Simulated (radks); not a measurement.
# Br³⁺ in [Ar] 3d10 4s2 4p2: an all-electron calculation

The task here is to estimate one member of a computed series from the others.

Program: radks (a radial shooting solver on a logarithmic mesh, Libxc functionals) version 1. Level of theory: Dirac Kohn-Sham, PBE, spin-unpolarised, spherical densities, point nucleus; open shells fill j = l - 1/2 first. These are calculated values, not measurements, unless marked.

### The system

| Item | Value |
| --- | --- |
| element | bromine (Z = 35) |
| charge | +3 |
| electrons | 32 |
| configuration | [Ar] 3d10 4s2 4p2 |

The first run:

Settings of this run:

```text
Z 35
configuration [Ar] 3d10 4s2 4p2 5s0 4d0 5p0 4f0
relativity Dirac
functional pbe,pbe
spin unpolarised
j_filling energy
nucleus point
c 137.035999084
```

Among the steps run: Self-consistent calculation.

One of the session's tables, all rows but one given; the rest of the session is left out.

It belongs to the step «Radial structure». Sizes of the orbitals, from the radial functions (bohr):

```
level      <r>  outermost maximum (interpolated)  90 % within  nodes
1s1/2  0.04275                            0.0279       0.0764      0
2s1/2   0.1893                             0.159        0.293      1
2p1/2   0.1627                             0.125        0.266      0
2p3/2   0.1666                             0.128        0.272      0
3s1/2   0.5510                             0.484        0.820      2
3p1/2   0.5564                             0.475        0.850      1
3p3/2   0.5669                             0.484        0.866      1
3d3/2   0.5851                             0.429        0.963      0
3d5/2        ?                                 ?            ?      ?
4s1/2    1.548                              1.37         2.26      3
4p1/2    1.750                              1.52         2.59      2
4p3/2    1.776                              1.55         2.62      2
4d3/2    2.490                              2.11         3.75      1
4d5/2    2.499                              2.12         3.77      1
5s1/2    3.498                              3.31         4.96      4
```

Estimate the missing values for 3d5/2.

As computed: <r>: 0.5891; outermost maximum (interpolated): 0.432; 90 % within: 0.969; nodes: 0. In the column «<r>» it lies between 3d3/2 (0.5851) and 4s1/2 (1.548).

Limits of these values: Spin polarisation and multiplet splitting are left out.
